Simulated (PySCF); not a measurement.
# CH4ClGeNSi: the cost of one run

Computed with PySCF 2.14.0, with density-fitted response routines of our own, on a single molecule in the gas phase. Atoms are numbered from 0 throughout.

### 1 The molecule as given

9 atoms, charge 0, multiplicity 1; geometry from: GFN2-xTB.

Bonds of the start (Å): N0–C1 1.14, C1–Si2 1.87, Si2–Cl3 2.01, Si2–Ge4 2.34, Si2–H5 1.46, Ge4–H6 1.49, Ge4–H7 1.50, Ge4–H8 1.49.

### 2 Relaxing the molecule at PBE0-D3(BJ)/def2-SVP

What the job is given:

```
{"job": {"xc": "PBE0", "basis": "def2-SVP", "d3": "d3bj", "grid": 1, "kind": "geom"}, "charge": 0, "multiplicity": 1}
N      2.900609    -1.041597     0.503530
C      2.042233    -0.369168     0.154541
Si     0.598481     0.689291    -0.391717
Cl     0.716920     2.428836     0.613959
Ge    -1.383116    -0.437029     0.135850
H      0.824544     0.910930    -1.819705
H     -1.566959    -0.730924     1.589980
H     -2.613597     0.316217    -0.263174
H     -1.505555    -1.760562    -0.548444
```

On the command line:

```console
OMP_NUM_THREADS=1 python probes_run.py task.json out
```

One launch serves the whole session: the jobs run in the order shown.

Q: Estimate the wall time and peak memory of this first job on 1 thread of Intel Xeon 6975P-C, shared host.

About 22 s, with a peak of 0.5 GiB.
